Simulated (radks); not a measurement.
**Tl³³⁺ in [Kr] 4d10 4f1 5p1: an all-electron calculation**

The task here is to estimate one member of a computed series from the others.

Program: radks (a radial shooting solver on a logarithmic mesh, Libxc functionals) version 1. Level of theory: scalar-relativistic Kohn-Sham, PBE, spin-unpolarised, spherical densities, point nucleus. These are calculated values, not measurements, unless marked.

## Starting point

```
element       : thallium (Z = 81)
charge        : +33
electrons     : 48
configuration : [Kr] 4d10 4f1 5p1
```

The outer shells:

Tl³³⁺
```
[Kr] core
4d [↑↓][↑↓][↑↓][↑↓][↑↓]
4f [↑ ][  ][  ][  ][  ][  ][  ]
5p [↑ ][  ][  ]
```

The first run:

The run's settings:

```text
Z 81
configuration [Kr] 4d10 4f1 5p1 5s0 5d0 6p0 5f0
relativity scalar-relativistic
functional pbe,pbe
spin unpolarised
nucleus point
c 137.035999084
```

The run is started by

```console
$ python run_ks.py task.json out
```

All runs below come from this command, one after another.

One table of the session follows, with a row left open; its other results are not shown here.

It belongs to the step «Shells». Radial moments (bohr):

```
level      <r>  outermost maximum (interpolated)  90 % within  nodes
   1s  0.01631                            0.0100       0.0299      0
   2s  0.06876                            0.0581        0.107      1
   2p  0.06237                            0.0483        0.102      0
   3s   0.1768                             0.164        0.259      2
   3p   0.1783                             0.164        0.266      1
   3d   0.1615                             0.133        0.250      0
   4s   0.3703                             0.358        0.526      3
   4p        ?                                 ?            ?      ?
   4d   0.3912                             0.371        0.572      1
   4f   0.3702                             0.315        0.556      0
   5s   0.6719                             0.677        0.933      4
   5p   0.7076                             0.715        0.986      3
   5d   0.7391                             0.747         1.04      2
   5f   0.7542                             0.757         1.08      1
   6p    1.114                              1.18         1.53      4
```

**Question.** Estimate the row for 4p.

As computed: <r>: 0.3870; outermost maximum (interpolated): 0.373; 90 % within: 0.554; nodes: 2. In the column «<r>» it lies between 4s (0.3703) and 4d (0.3912).
